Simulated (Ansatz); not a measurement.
# C7H10F3InO2: how energies converge with the basis set

An exercise on one series of results from a longer session: the logs are not shown, and one member is left open.

The runs use Ansatz 0.2.0, Gaussian basis; one geometry, several basis sets.

The runs, in order: PBE0-D4/def2-SVP; ωB97M-V/def2-SVP; PBE0-D4/def2-QZVPP; ωB97M-V/def2-QZVPP; the functionals' def2-TZVPP values are taken from earlier runs.

## Structure used throughout

The geometry comes from an earlier relaxation with PBE0-D4 in a triple-zeta def2 set; it is a stationary point, not always the lowest conformer. In takes the def2 core potential; no spin-orbit term is included.

SMILES `CC1=CC(C(F)(F)F)=[O+][In-]([CH3])([CH3])[O]1`, 23 atoms, charge 0, spin multiplicity 1.

Atoms are counted from 1 here; the program's logs count them from 0.

Bond lengths: C1–C2 1.499 Å, C1–H14 1.092 Å, C1–H15 1.093 Å, C1–H16 1.088 Å, C2–C3 1.411 Å, C2–O13 1.257 Å, C3–C4 1.384 Å, C3–H17 1.079 Å, C4–C5 1.539 Å, C4–O9 1.257 Å, C5–F6 1.335 Å, C5–F7 1.334 Å, C5–F8 1.334 Å, O9–In10 2.190 Å, In10–C11 2.132 Å, In10–C12 2.132 Å, In10–O13 2.193 Å, C11–H18 1.090 Å and more. Angles: C2–C1–H14 108.9°, C2–C1–H15 108.8°, C2–C1–H16 112.8°, H14–C1–H15 107.0°, H14–C1–H16 109.6°, H15–C1–H16 109.5°, C1–C2–C3 118.4°, C1–C2–O13 115.9°, C3–C2–O13 125.7°, C2–C3–C4 125.0°, C2–C3–H17 117.5°, C4–C3–H17 117.5°, C3–C4–C5 118.0°, C3–C4–O9 129.7°, C5–C4–O9 112.2°, C4–C5–F6 113.4°, C4–C5–F7 110.1°, C4–C5–F8 110.1° and more.

Set-up of the first run:

Contents of in.yaml:

```yaml
crystal:
  periodic: [false, false, false]
  atoms:
    - {symbol: C, position_ang: [-1.111867, -2.842775, 0.724160]}
    - {symbol: C, position_ang: [-0.640088, -1.464803, 0.371103]}
    - {symbol: C, position_ang: [-1.602692, -0.492592, 0.027389]}
    - {symbol: C, position_ang: [-1.320409, 0.816730, -0.321208]}
    - {symbol: C, position_ang: [-2.499002, 1.743537, -0.667158]}
    - {symbol: F, position_ang: [-3.688052, 1.141401, -0.584655]}
    - {symbol: F, position_ang: [-2.517920, 2.789100, 0.160943]}
    - {symbol: F, position_ang: [-2.367055, 2.206979, -1.911035]}
    - {symbol: O, position_ang: [-0.212755, 1.404289, -0.406464]}
    - {symbol: In, position_ang: [1.757731, 0.529007, -0.025580]}
    - {symbol: C, position_ang: [2.525065, 0.160930, -1.980749]}
    - {symbol: C, position_ang: [2.265109, 1.258440, 1.912740]}
    - {symbol: O, position_ang: [0.603405, -1.283859, 0.409291]}
    - {symbol: H, position_ang: [-0.750100, -3.096109, 1.723310]}
    - {symbol: H, position_ang: [-0.662736, -3.557857, 0.030612]}
    - {symbol: H, position_ang: [-2.195648, -2.938232, 0.692590]}
    - {symbol: H, position_ang: [-2.638792, -0.792624, 0.038123]}
    - {symbol: H, position_ang: [3.504360, 0.614919, -2.130808]}
    - {symbol: H, position_ang: [1.827573, 0.568979, -2.713461]}
    - {symbol: H, position_ang: [2.607105, -0.915945, -2.135754]}
    - {symbol: H, position_ang: [1.490656, 1.953470, 2.239804]}
    - {symbol: H, position_ang: [3.227820, 1.769079, 1.921200]}
    - {symbol: H, position_ang: [2.303092, 0.420937, 2.611006]}
basis:
  gaussian: {orbitals: def2-SVP}
hamiltonian: {xc: pbe0, dispersion: d4}
output: {orbitals: {seedname: orbitals}}
```

Started as:

```console
ansatz run in.yaml --threads 11 --pin off --events-out ev --progress --plain --max-ram 120832MiB --backend cpu
```

Steps of the session up to this table: PBE0-D4 in def2-SVP; ωB97M-V in def2-SVP; PBE0-D4 in def2-QZVPP; ωB97M-V in def2-QZVPP.

One of the session's tables, all rows but one given; the rest of the session is left out.

It belongs to the step «Functionals by basis». 

| functional | basis | HOMO (eV) | LUMO (eV) |
| --- | --- | --- | --- |
| PBE0-D4 | def2-SVP | -7.00 | -1.80 |
| PBE0-D4 | def2-TZVPP | -7.08 | -1.95 |
| PBE0-D4 | def2-QZVPP | ? | ? |
| ωB97M-V | def2-SVP | -9.08 | 0.32 |
| ωB97M-V | def2-TZVPP | -9.18 | 0.13 |
| ωB97M-V | def2-QZVPP | -9.19 | 0.09 |

Estimate the missing values for PBE0-D4, def2-QZVPP.

The run gave: HOMO (eV): -7.10; LUMO (eV): -1.99. In the column «HOMO (eV)» it lies between ωB97M-V, def2-SVP (-9.08) and PBE0-D4, def2-TZVPP (-7.08).
